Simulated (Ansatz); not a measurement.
**CsLiCr2Te2S3 in Ansatz: convergence with k mesh**

CsLiCr2Te2S3:

```
CELL_PARAMETERS angstrom
3.31929 1.91639 6.87982
-3.31929 1.91639 6.87982
0.00000 -3.83279 6.87982
ATOMIC_POSITIONS crystal
Cs 0.00000 0.00000 0.00000
Li 0.50000 0.50000 0.50000
Cr 0.79848 0.79848 0.79848
Cr 0.20152 0.20152 0.20152
Te 0.67990 0.67990 0.67990
Te 0.32010 0.32010 0.32010
S 0.13626 0.86374 0.50000
S 0.50000 0.13626 0.86374
S 0.86374 0.50000 0.13626
```

The cell was built by a generator and needn't be a form met in nature.

* Program: Ansatz 0.2.0
* Task: convergence study
* Functional: PBE
* Potentials or basis: Ansatz PAW
* Cutoff: 420 eV (not typed: the program's choice for these potentials)
* k mesh: 2 × 2 × 2
* Occupations: fermi-dirac, width 0.05 eV
* Spin: collinear spin, ferromagnetic start
* Starting moments: [0.0, 0.0, 3.0, 3.0, 0.0, 0.0, 0.0, 0.0, 0.0] μB

These are the settings of the first run; the series varies k mesh, with any setting tied to it.

Hardware: 8 threads of Intel(R) Xeon(R) Platinum 8488C (Sapphire Rapids) (shared host).

Question: The values tried are 2 × 2 × 2, 3 × 3 × 3, 4 × 4 × 4, 5 × 5 × 5, 6 × 6 × 6, 7 × 7 × 7, 8 × 8 × 8, loosest first. From which on does the absolute moment stay within 0.02 μB of the tightest run that finished?

Answer: From 4 × 4 × 4 on.

```
   k mesh  energy less the tightest run, at zero smearing (meV/atom)  pressure (GPa)  largest force (eV/Å)  absolute moment (μB)  SCF cycles  CPU time (s)  peak memory (GiB)
2 × 2 × 2                                                       7.74            0.09                 0.126                  6.04          14            12               0.96
3 × 3 × 3                                                      -0.57            0.00                 0.004                  6.05          18            26                1.1
4 × 4 × 4                                                       0.17           -0.02                 0.013                  6.01          17            46                1.2
5 × 5 × 5                                                       0.04           -0.02                 0.006                  6.03          17            73                1.3
6 × 6 × 6                                                       0.01           -0.02                 0.006                  6.03          17           120                1.4
7 × 7 × 7                                                      -0.02           -0.02                 0.006                  6.03          17           170                1.6
8 × 8 × 8                                                       0.00           -0.02                 0.007                  6.03          17           240                1.9
```

Against the tightest run, the energy stays within 1 meV/atom from 3 × 3 × 3 on; the pressure stays within 0.1 GPa from 3 × 3 × 3 on; the largest force stays within 0.005 eV/Å from 5 × 5 × 5 on. Meshes of other sizes hit other points, so gaps and Fermi surfaces needn't settle smoothly. The tightest run that finished is the yardstick and may itself not be fully converged.

Caveat, for the tightest run too: only a ferromagnetic start was run, and an antiferromagnetic order may lie lower in energy. Spin-orbit coupling is left out, which matters for the levels of Cs, Te.
